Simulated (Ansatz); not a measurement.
# C6H16Cl2HfN2: how energies converge with the basis set

An exercise on one series of results from a longer session: the logs are not shown, and one member is left open.

Method: one geometry, several basis sets; program: Ansatz 0.2.0, Gaussian basis.

Plan: PBE0-D4/def2-SVP; ωB97M-V/def2-SVP; PBE0-D4/def2-QZVPP; ωB97M-V/def2-QZVPP; the functionals' def2-TZVPP values are taken from earlier runs.

**The geometry**

The geometry comes from an earlier relaxation with PBE0-D4 in a triple-zeta def2 set; it is a stationary point, not always the lowest conformer. Hf takes the def2 core potential; no spin-orbit term is included.

27 atoms, charge 0, spin multiplicity 1.

Atoms are counted from 1 here; the program's logs count them from 0.

Bond lengths: C1–C2 1.519 Å, C1–H12 1.092 Å, C1–H13 1.092 Å, C1–H14 1.092 Å, C2–N3 1.456 Å, C2–H15 1.100 Å, C2–H16 1.102 Å, N3–C4 1.441 Å, N3–Hf5 2.006 Å, C4–H17 1.097 Å, C4–H18 1.091 Å, C4–H19 1.099 Å, Hf5–Cl6 2.381 Å, Hf5–Cl7 2.372 Å, Hf5–N8 2.013 Å, N8–C9 1.452 Å, N8–C10 1.444 Å, C9–H20 1.099 Å and more. Angles: C2–C1–H12 111.6°, C2–C1–H13 110.5°, C2–C1–H14 110.3°, H12–C1–H13 108.4°, H12–C1–H14 107.6°, H13–C1–H14 108.3°, C1–C2–N3 114.4°, C1–C2–H15 110.3°, C1–C2–H16 108.4°, N3–C2–H15 109.4°, N3–C2–H16 108.8°, H15–C2–H16 105.1°, C2–N3–C4 114.4°, C2–N3–Hf5 112.9°, C4–N3–Hf5 132.6°, N3–C4–H17 112.3°, N3–C4–H18 110.2°, N3–C4–H19 111.2° and more.

Coordinates:

```xyz
27
charge 0, multiplicity 1
C     0.2568    2.1932    2.8724
C    -0.3057    2.3316    1.4678
N    -0.5639    1.0661    0.7960
C    -1.6473    0.3019    1.3604
Hf    0.6325    0.7632   -0.7856
Cl    0.1712    2.4933   -2.3549
Cl    2.8734    0.8787   -0.0163
N     0.0597   -1.0122   -1.5404
C    -1.2716   -0.9047   -2.1100
C     0.6073   -2.3414   -1.6817
C     1.9831   -2.4913   -1.0718
H    -0.4442    1.6849    3.5374
H     1.1899    1.6257    2.8560
H     0.4609    3.1782    3.2984
H    -1.2269    2.9327    1.4828
H     0.4075    2.9148    0.8633
H    -1.4324   -0.0344    2.3819
H    -1.8347   -0.5886    0.7580
H    -2.5743    0.8917    1.3940
H    -1.6815    0.1077   -1.9871
H    -1.2707   -1.1144   -3.1873
H    -1.9733   -1.5966   -1.6248
H    -0.0811   -3.0635   -1.2160
H     0.6463   -2.6076   -2.7491
H     1.9721   -2.2675   -0.0019
H     2.7078   -1.8258   -1.5465
H     2.3391   -3.5158   -1.1950
```

Set-up of the first run:

in.yaml

```yaml
crystal:
  periodic: [false, false, false]
  atoms:
    - {symbol: C, position_ang: [0.256848, 2.193233, 2.872447]}
    - {symbol: C, position_ang: [-0.305741, 2.331603, 1.467838]}
    - {symbol: N, position_ang: [-0.563891, 1.066116, 0.795981]}
    - {symbol: C, position_ang: [-1.647296, 0.301869, 1.360408]}
    - {symbol: Hf, position_ang: [0.632506, 0.763245, -0.785632]}
    - {symbol: Cl, position_ang: [0.171152, 2.493260, -2.354853]}
    - {symbol: Cl, position_ang: [2.873392, 0.878681, -0.016307]}
    - {symbol: N, position_ang: [0.059670, -1.012241, -1.540425]}
    - {symbol: C, position_ang: [-1.271591, -0.904741, -2.110005]}
    - {symbol: C, position_ang: [0.607264, -2.341364, -1.681719]}
    - {symbol: C, position_ang: [1.983123, -2.491258, -1.071825]}
    - {symbol: H, position_ang: [-0.444211, 1.684879, 3.537402]}
    - {symbol: H, position_ang: [1.189926, 1.625674, 2.856026]}
    - {symbol: H, position_ang: [0.460940, 3.178240, 3.298404]}
    - {symbol: H, position_ang: [-1.226868, 2.932710, 1.482841]}
    - {symbol: H, position_ang: [0.407466, 2.914757, 0.863290]}
    - {symbol: H, position_ang: [-1.432409, -0.034356, 2.381931]}
    - {symbol: H, position_ang: [-1.834692, -0.588561, 0.758012]}
    - {symbol: H, position_ang: [-2.574293, 0.891678, 1.393985]}
    - {symbol: H, position_ang: [-1.681501, 0.107705, -1.987132]}
    - {symbol: H, position_ang: [-1.270737, -1.114364, -3.187339]}
    - {symbol: H, position_ang: [-1.973279, -1.596605, -1.624760]}
    - {symbol: H, position_ang: [-0.081054, -3.063497, -1.215972]}
    - {symbol: H, position_ang: [0.646295, -2.607622, -2.749119]}
    - {symbol: H, position_ang: [1.972135, -2.267469, -0.001901]}
    - {symbol: H, position_ang: [2.707787, -1.825755, -1.546541]}
    - {symbol: H, position_ang: [2.339057, -3.515816, -1.195018]}
basis:
  gaussian: {orbitals: def2-SVP}
hamiltonian: {xc: pbe0, dispersion: d4}
output: {orbitals: {seedname: orbitals}}
```

On the command line:

```console
$ ansatz run in.yaml --threads 10 --pin off --events-out ev --progress --plain --max-ram 110592MiB --backend cpu
```

Among the steps run: PBE0-D4 in def2-SVP; ωB97M-V in def2-SVP; PBE0-D4 in def2-QZVPP; ωB97M-V in def2-QZVPP.

One table of the session follows, with a row left open; its other results are not shown here.

It belongs to the step «Density functionals: the series». 

| functional | basis | HOMO (eV) |
| --- | --- | --- |
| PBE0-D4 | def2-SVP | -6.68 |
| PBE0-D4 | def2-TZVPP | -6.70 |
| PBE0-D4 | def2-QZVPP | ? |
| ωB97M-V | def2-SVP | -8.92 |
| ωB97M-V | def2-TZVPP | -8.95 |
| ωB97M-V | def2-QZVPP | -8.97 |

**Question.** Estimate the row for PBE0-D4, def2-QZVPP.

**Answer.** HOMO (eV): -6.72. In the column «HOMO (eV)» it lies between ωB97M-V, def2-SVP (-8.92) and PBE0-D4, def2-TZVPP (-6.70).
